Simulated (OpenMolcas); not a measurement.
**Cu²⁺ in LiF: CASSCF and CASPT2 levels and susceptibility**

Aim: the ligand-field states of Cu²⁺ in this surrounding, its lowest levels with spin-orbit coupling and its magnetic susceptibility.

The numbers are computed with OpenMolcas 26.06 (state-averaged CASSCF and CASPT2, spin-orbit coupling by RASSI with atomic mean-field integrals), except any that are marked as measured or tabulated.

## Step 1: The atom as given

```
Species                           : Cu²⁺ (copper, Z = 29, 27 electrons)
Basis                             : ANO-RCC-VDZP [5s4p2d1f], 118 functions with the ligands
Scalar Hamiltonian                : DKH2, point nucleus
Inactive shells                   : 1s 2s 2p 3s 3p of the metal, and all ligand shells
Active space                      : 9 electrons in 5 orbitals (3d)
Some configurations of this space : 3d9
Orbitals                          : optimised for each spin and parity, averaged over all roots
```

The outer shells:

3d9
```
3d [↑↓][↑↓][↑↓][↑↓][↑ ]
```

Cu²⁺ is taken with its 6 nearest fluoride ions at 2.031 Å, on the cation site of LiF (a = 4.028 Å). The rest of the host is ab initio model potentials to 7.6 Å and point charges beyond; the distance is set by hand, nothing relaxes, and no local charge compensation is placed. Ligand basis ANO-RCC-VDZP.

```xyz
19

Cu    0.0000    0.0000    0.0000
F     2.0310    0.0000    0.0000
F     0.0000    2.0310    0.0000
F    -2.0310    0.0000    0.0000
F     0.0000   -2.0310    0.0000
F     0.0000    0.0000    2.0310
F     0.0000    0.0000   -2.0310
Li    0.0000    2.0140   -2.0140
Li    0.0000   -2.0140    2.0140
Li    0.0000    2.0140    2.0140
Li    0.0000   -2.0140   -2.0140
Li    2.0140   -2.0140    0.0000
Li   -2.0140    2.0140    0.0000
Li    2.0140    0.0000   -2.0140
Li   -2.0140    0.0000    2.0140
Li    2.0140    0.0000    2.0140
Li   -2.0140    0.0000   -2.0140
Li    2.0140    2.0140    0.0000
Li   -2.0140   -2.0140    0.0000
```

The work runs as a chain of OpenMolcas steps in one folder; each step below is one input file. Labels, J, g values, rates, χT and fits are worked out afterwards by a script from the matrices that RASSI stores.

## Step 2: One- and two-electron integrals

a.inp reads:

```
&GATEWAY
Basis set
Cu.ANO-RCC-VDZP.
Cu1 0.0 0.0 0.0 Angstrom
End of basis
Basis set
F.ANO-RCC-VDZP.
L1 2.031000 0.000000 0.000000 Angstrom
L2 0.000000 2.031000 0.000000 Angstrom
L3 0.000000 0.000000 2.031000 Angstrom
End of basis
Basis set
Li.EMB-AIMP.Seijo.0s.0s.ECP.LiF.
PseudoCharge
* 67 symmetry-unique lattice sites within 7.6 angstrom
End of basis
Basis set
F.EMB-AIMP.Seijo.0s.0s.ECP.LiF.
PseudoCharge
* 55 symmetry-unique lattice sites within 7.6 angstrom
End of basis
Symmetry
XYZ
AngMom=0.0 0.0 0.0
AMFI
RICD
XField
973 Angstrom 0
* Evjen-weighted lattice charges
&SEWARD
```

On the command line:

```
> OMP_NUM_THREADS=1 MOLCAS_MEM=2457 MOLCAS_PROJECT=a pymolcas a.inp > a.log
```

## Step 3: Reference wave functions, doublets, 5 roots

a.inp reads:

```
&RASSCF
FileOrb=start.orb
Symmetry=1
Spin=2
nActEl=9 0 0
Inactive=18 21
Ras2=5 0
CIRoot=5 5 1
SDav=5
CIMx=300
Iter=150 100
PrWF=0.3
OrbListing=Nothing
MaxOrb=0
LevShft=1.0
>>> COPY $Project.JobIph JOB001
```

start.orb holds start orbitals that the driver prepared beforehand, or those of the step before.

## Step 4: State interaction with spin-orbit coupling

a.inp reads:

```
&RASSI
NrOfJobIphs=1 5
1 2 3 4 5
IphNames
JOB001
EJob
SpinOrbit
DIPRint=1.0
SOCoupling=1000.0
Subsets=2
Property=9
'ANGMOM' 1 'ANGMOM' 2 'ANGMOM' 3 'MLTPL  1' 1 'MLTPL  1' 2 'MLTPL  1' 3
'AMFI' 1 'AMFI' 2 'AMFI' 3
SOProperty=3
'ANGMOM' 1 'ANGMOM' 2 'ANGMOM' 3
```

## Step 5: CASPT2: IPEA 0.25, imaginary shift 0.1 (closed shells correlated: 3s 3p of the metal, with ligand shells; the Frozen line counts the rest)

a.inp reads:

```
>>> COPY JOB001 $Project.JobIph
&CASPT2
Multistate=5 1 2 3 4 5
NoMult
Frozen=5 6
IPEA=0.25
Imaginary=0.1
MaxIter=60
WThr=0.0 0.3 0.05
PrWF=0.5
NoMix
```

(Steps that only read results are left out.)

What does the calculation give? Wanted: spin-free ground state; first state of the same spin within the active space; lowest level; next level.

As calculated:

| quantity | value |
| --- | --- |
| method | SS-CASPT2, IPEA 0.25, imaginary shift 0.1 (closed shells correlated: 3s 3p of the metal, with ligand shells; the Frozen line counts the rest) |
| spin-free ground state | 2E, 2-fold in its orbital part |
| first state of the same spin within the active space | 2T2 at 9220 cm⁻¹ |
| lowest level | 4-fold Γ8 |
| next level | 8511.5 cm⁻¹ |
| χT at 300 K | 0.53 cm³ K/mol |
| effective moment at 300 K | 2.06 μB |

Cost by method:

```csv
method,time of its own steps,time with the reference
A. CASSCF,4.5 s,4.5 s
"B. SS-CASPT2, IPEA 0.25, imaginary shift 0.1, +3s 3p",7.4 s,12 s
```

Times are of one thread on a shared host.

**Reading.** The spin-free ground state (2E) comes to 100 % from free-ion D terms and keeps the highest spin of the shell. χT at 300 K is 0.53, against 0.38 cm³ K/mol for the spin alone, so orbital moment adds to it. A ligand-field fit to the states below 45000 cm-1 gives 10Dq = 9224 cm-1, the gap between the two states. An orbital doublet at a regular site is open to a Jahn-Teller distortion, which this geometry leaves out. With one d shell, CASPT2 may overshoot the field of a late 3d ion.
